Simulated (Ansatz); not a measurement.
Crystal: Cr2O3 (Eskolaite).

```
Cr O
1.0
     2.47850    1.43096    4.53077
    -2.47850    1.43096    4.53077
     0.00000   -2.86193    4.53077
Cr O
4 6
Cartesian
  0.0000 0.0000 4.7231
  0.0000 0.0000 2.0731
  0.0000 0.0000 8.8692
  0.0000 0.0000 11.5192
  0.7579 -1.5492 7.9288
  -1.7206 0.1182 7.9288
  0.9626 1.4310 7.9288
  -0.7579 1.5492 5.6635
  1.7206 -0.1182 5.6635
  -0.9626 -1.4310 5.6635
```

```yaml
Program: Ansatz 0.2.0
Task: relaxation of cell and atoms
Functional: PBEsol
Potentials_or_basis: Ansatz PAW
Cutoff: "420 eV (not typed: the program's choice for these potentials)"
k_mesh: 7 × 7 × 7
Occupations: fermi-dirac, width 0.05 eV
Spin: collinear spin, ferromagnetic start
Starting_moments: "[3.0, 3.0, 3.0, 3.0, 0.0, 0.0, 0.0, 0.0, 0.0, 0.0] μB"
Hubbard_terms: Cr d U = 4 eV
```

At the start: volume 9.64 Å³/atom.

Task: How do energy, volume and symmetry change on relaxing?

Result: It ends after 8 steps and the volume is 9.81 Å³/atom (+1.7 %); space group R-3c (No. 167, to 0.05 Å); moment 12.00 μB per cell.

Step by step:
```
step  energy change (eV)  largest force (eV/Å)  volume (Å³)
   1              0.0000                0.5022        96.41
   2             -0.0703                0.0317        97.39
   3             -0.0722                0.0150        98.02
   4             -0.0724                0.0059        98.00
   5             -0.0832                0.0061        98.00
   6             -0.0828                0.0037        98.07
   7             -0.0832                0.0039        98.07
   8             -0.0832                0.0039        98.07
```

Final structure:
```
Cr O
1.0
     2.50766    1.44780    4.50225
    -2.50766    1.44780    4.50225
     0.00000   -2.89560    4.50225
Cr O
4 6
Direct
  0.34994 0.34994 0.34994
  0.15006 0.15006 0.15006
  0.65006 0.65006 0.65006
  0.84994 0.84994 0.84994
  0.54984 0.25000 0.95016
  0.25000 0.95016 0.54984
  0.95016 0.54984 0.25000
  0.45016 0.75000 0.04984
  0.75000 0.04984 0.45016
  0.04984 0.45016 0.75000
```

Caveat: the magnetic or orbital state may not be the lowest; the plane-wave basis is chosen anew once the cell has moved, so the energies of steps on either side of that aren't comparable; the pressure holds a Pulay correction of +0.9 GPa for the finite cutoff; only a ferromagnetic start was run, and an antiferromagnetic order may lie lower in energy; the PAW data sets come from PBE, with cores solved anew for the run's functional, which leaves a small shift of forces and pressure.
